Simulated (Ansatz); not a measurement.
# HfOs: response to strain

Aim: deform HfOs (equal xy, yz and zx engineering shear strains of -1 %) and compute stress, forces and field gradients with LAPW, PAW and all-electron datasets made for the crystal.

Program: Ansatz 0.2.0. Level of theory: DFT PBEsol, scalar-relativistic. These are calculated values, not measurements.

## (1) The starting structure

Symmetry: Pm-3m, No. 221, cubic system. The conventional cell has a = 3.239 Å, b = 3.239 Å, c = 3.239 Å, α = 90.00°, β = 90.00°, γ = 90.00°. Around Hf (site symmetry m-3m) lie 8 Os at 2.81 Å. Around Os (site symmetry m-3m) lie 8 Hf at 2.81 Å.

As a file:

```cif
data_structure
_symmetry_space_group_name_H-M 'P 1'
_symmetry_Int_Tables_number 1
_cell_length_a 3.2390
_cell_length_b 3.2390
_cell_length_c 3.2390
_cell_angle_alpha 90.000
_cell_angle_beta 90.000
_cell_angle_gamma 90.000
_cell_volume 33.98
loop_
_atom_site_label
_atom_site_type_symbol
_atom_site_fract_x
_atom_site_fract_y
_atom_site_fract_z
_atom_site_occupancy
Hf1 Hf 0.00000 0.00000 0.00000 1
Os1 Os 0.50000 0.50000 0.50000 1
```

Atoms are numbered in the order of the input: Hf1, Os2.

## (2) After the deformation

Space group Pm-3m before, R-3m after.

## (3) All-electron LAPW

File input.yaml:

```yaml
crystal:
  lattice:
    - [3.239, -0.016195, -0.016195]
    - [-0.016195, 3.239, -0.016195]
    - [-0.016195, -0.016195, 3.239]
  atoms:
    - { symbol: Hf, position: [0.0, 0.0, 0.0] }
    - { symbol: Os, position: [0.5, 0.5, 0.5] }
kpoints:
  mp_grid: { grid: [10, 10, 10] }
  band_path:
    path:
      - [0.0, 0.0, 0.0]
      - [0.5, 0.0, 0.0]
      - [0.5, -0.5, 0.5]
      - [0.4901240068, -0.5098759932, 0.4901240068]
      - [0.4901240068, 0.4901240068, 0.4901240068]
      - [0.0, 0.0, 0.0]
      - [0.5, -0.5, 0.0]
    npoints: 5
scf:
  occupations: { method: fermi_dirac, width: 0.05 }
hamiltonian:
  xc: pbesol
  pseudopotentials: { kind: all_electron, lapw: { basis_error: 0.001 } }
output:
  forces: true
  stress: true
  eigenvalues: true
```

The run is started by

```sh
> ansatz run input.yaml --threads 1 --pin off --max-ram 3072MiB --backend cpu --events-out ev --progress --plain --runs-dir out
```

## (4) PAW with frozen cores

File input.yaml:

```yaml
crystal:
  lattice:
    - [3.239, -0.016195, -0.016195]
    - [-0.016195, 3.239, -0.016195]
    - [-0.016195, -0.016195, 3.239]
  atoms:
    - { symbol: Hf, position: [0.0, 0.0, 0.0] }
    - { symbol: Os, position: [0.5, 0.5, 0.5] }
kpoints:
  mp_grid: { grid: [10, 10, 10] }
scf:
  occupations: { method: fermi_dirac, width: 0.05 }
hamiltonian:
  xc: pbesol
  pseudopotentials: { kind: paw }
output:
  forces: true
  stress: true
  eigenvalues: true
  efg: { contact_densities: true }
```

## (5) All-electron PAW on datasets made for the crystal

Changes to input.yaml since step 4:

```diff
@@ -14,3 +14,3 @@
   xc: pbesol
-  pseudopotentials: { kind: paw }
+  pseudopotentials: { kind: all_electron, datasets: crystal }
 output:
```

(Steps that only read results are left out.)

Q: Predict the outcome of this session. Wanted: pressure; largest shear or deviatoric stress.

**Answer**, as computed:

```
                                 quantity                                              value
                                 pressure  LAPW -3.47, PAW -3.50, crystal datasets -3.47 GPa
largest shear or deviatoric stress (LAPW)                                           1.15 GPa
```

**Reading.** The largest part of the stress beyond the pressure is 1.15 GPa in size; the atoms are carried along and not relaxed. No run of the undeformed cell stands beside it, so the pressure holds what the given cell had before the change. PAW: stress within 0.03 GPa of LAPW. Crystal datasets: stress within 0.01 GPa of LAPW. Spin-orbit coupling is left out, though the cell holds Os; in elements this heavy it can shift bands and gaps by tenths of an eV.
